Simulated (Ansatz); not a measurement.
# YTl: the cost of one run

Computed with Ansatz 0.2.0 (DFT PBEsol, frozen-core PAW and all-electron LAPW, scalar-relativistic unless said, unless a step's input says otherwise).

## Step 1: The structure to begin with

It takes space group Pm-3m (No. 221, cubic). Conventional cell: a = 3.751 Å, b = 3.751 Å, c = 3.751 Å, α = 90.00°, β = 90.00°, γ = 90.00°. Y (site symmetry m-3m) is surrounded by 8 Tl at 3.25 Å. Around Tl (site symmetry m-3m) lie 8 Y at 3.25 Å.

As a file:

```cif
data_structure
_symmetry_space_group_name_H-M 'P 1'
_symmetry_Int_Tables_number 1
_cell_length_a 3.7510
_cell_length_b 3.7510
_cell_length_c 3.7510
_cell_angle_alpha 90.000
_cell_angle_beta 90.000
_cell_angle_gamma 90.000
_cell_volume 52.78
loop_
_atom_site_label
_atom_site_type_symbol
_atom_site_fract_x
_atom_site_fract_y
_atom_site_fract_z
_atom_site_occupancy
Y1 Y 0.50000 0.50000 0.50000 1
Tl1 Tl 0.00000 0.00000 0.00000 1
```

Cartesian axes are those of the input's lattice vectors. The structure goes back to a database entry.

## Step 2: Cell and atoms relaxed, PAW

input.yaml reads:

```yaml
crystal:
  lattice:
    - [3.751, 0.0, 0.0]
    - [0.0, 3.751, 0.0]
    - [0.0, 0.0, 3.751]
  atoms:
    - { symbol: "Y", position: [0.5, 0.5, 0.5] }
    - { symbol: Tl, position: [0.0, 0.0, 0.0] }
kpoints:
  mp_grid: { grid: [10, 10, 10] }
scf:
  occupations: { method: fermi_dirac, width: 0.05 }
hamiltonian:
  xc: pbesol
  pseudopotentials: { kind: paw }
relax:
  f_tol: 0.002
  max_steps: 80
  cell: {}
output:
  forces: true
  stress: true
```

Command:

```bash
> ansatz run input.yaml --threads 1 --pin off --max-ram 3072MiB --backend cpu --events-out ev --progress --plain --runs-dir out
```

Q: Estimate wall time and peak memory on 1 thread of Intel Xeon Platinum 8488C (Sapphire Rapids), shared host.

About 6.5 s, with a peak of 0.41 GiB.
